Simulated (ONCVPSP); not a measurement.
# Pseudopotential generation for Ho: ONCV, PBE

Aim: build the potential from the settings below, then test how well it stands in for the atom: other configurations, scattering, ghost states and the plane-wave cutoff that it needs.

Program: ONCVPSP 4.0.1. Reference atom: PBE, scalar-relativistic, spherical and spin-unpolarised. All values are calculated.

## Step 1: Settings

Typed settings, in words:

| Item | Value |
| --- | --- |
| element | holmium (Ho, Z = 67) |
| type | optimised norm-conserving Vanderbilt (ONCV) |
| frozen core | [Kr] 4d10 4f10 |
| valence charge | 11 |
| reference configuration | 5s2 5p6 5d1 6s2 |
| partial waves | 5s+6s: rc 2.35 bohr, ncon 4, nbas 8, qcut 4.4 1/bohr, 2 projectors; 5p: rc 2.00 bohr, ncon 3, nbas 7, qcut 6.7 1/bohr, 3 projectors, debl 1.1 Ha; 5d: rc 3.65 bohr, ncon 3, nbas 8, qcut 4.6 1/bohr, 2 projectors, debl 3.1 Ha |
| local potential | polynomial inside 1.85 bohr (lpopt 5, dvloc0 0 Ha) |
| core correction | Teter function, fcfact 2.75, rcfact 1.5 |

An earlier all-electron run gives the scale for the radii.

All-electron outer shells of the reference configuration (PBE, scalar-relativistic, ld1.x):

| shell | level (eV) | outermost node (bohr) | outermost maximum (bohr) |
| --- | --- | --- | --- |
| 5s | -54.41 | 0.61 | 1.13 |
| 5p | -29.13 | 0.66 | 1.28 |
| 4f | -9.36 | – | 0.52 |
| 6s | -4.34 | 1.52 | 3.26 |
| 5d | -2.20 | 0.74 | 1.91 |
| 6p | -1.33 | 1.84 | 4.46 |

## Step 2: The generation run

Ho.dat

```
# ATOM AND REFERENCE CONFIGURATION
# atsym  z   nc   nv     iexc    psfile
  Ho 67.00   10    4        4      upf
#
#   n    l    f
    1    0    2.00
    2    0    2.00
    2    1    6.00
    3    0    2.00
    3    1    6.00
    3    2   10.00
    4    0    2.00
    4    1    6.00
    4    2   10.00
    4    3   10.00
    5    0    2.00
    5    1    6.00
    5    2    1.00
    6    0    2.00
#
# PSEUDOPOTENTIAL AND OPTIMIZATION
# lmax
    2
#
#   l,   rc,      ep,       ncon, nbas, qcut
    0    2.35    0.00    4    8    4.40
    1    2.00    0.00    3    7    6.70
    2    3.65    0.00    3    8    4.60
#
# LOCAL POTENTIAL
# lloc, lpopt,  rc(5),   dvloc0
    4    5    1.85    0.00
#
# VANDERBILT-KLEINMAN-BYLANDER PROJECTORs
# l, nproj, debl
    0    2    3.30
    1    3    1.10
    2    2    3.10
#
# MODEL CORE CHARGE
# icmod, fcfact, rcfact
    3    2.75    1.50
#
# LOG DERIVATIVE ANALYSIS
# epsh1, epsh2, depsh
   -3.00    5.00    0.02
#
# OUTPUT GRID
# rlmax, drl
    6.00    0.01
#
# TEST CONFIGURATIONS
# ncnf
    4
# nvcnf
#   n    l    f
    4
    5    0    2.00
    5    1    6.00
    5    2    1.00
    6    0    1.00
#
    4
    5    0    2.00
    5    1    6.00
    5    2    1.00
    6    0    0.00
#
    4
    5    0    2.00
    5    1    6.00
    5    2    0.00
    6    0    0.00
#
    4
    5    0    2.00
    5    1    6.00
    5    2    2.00
    6    0    0.00
#
```

The run is started by

```sh
oncvpsp.x < Ho.dat > Ho.out
```

What does the calculation give? Wanted: cutoffs for 1 and 0.1 mHa per electron, occupied waves; bound ghosts; GHOST(+) flags; largest test error; largest phase difference near zero energy, channels read; rms error of d²Exc/dn², without and with the model core.

**Answer**, as computed:

```
                                                quantity                                           value
  cutoffs for 1 and 0.1 mHa per electron, occupied waves                                 12 Ha and 16 Ha
                                            bound ghosts                                 p at -158.52 eV
                                          GHOST(+) flags                              none at low energy
                            largest test error (AE − PS)  +23 meV, for 5s2 5p6 5d2 6s0 (1 test unsolved)
largest phase difference near zero energy, channels read                                       0.032 rad
 rms error of d²Exc/dn², without and with the model core                               6.73 and 1.22 mHa
```

What this shows: A bound ghost (p) makes it unfit for use: electrons can fall into a state that the atom doesn't have. By total energies transferability is good where solved: the largest error is 23 meV on 8.6 eV, for 5s2 5p6 5d2 6s0. Atomic tests can pass in spite of a ghost, since they solve only for the levels asked. Of the tests 1 gave no usable energy difference, which is a warning in itself. By its cutoff, 12 Ha for the looser tolerance, it is soft on the atom at that tolerance. At the looser tolerance the 5p wave is the slowest; 5d needs 6 Ha. Of the channels read, d scatters worst near zero energy, by up to 0.03 rad. Note that the frozen 4f shell (-9 eV) lies higher than the valence 5s shell (-54 eV).
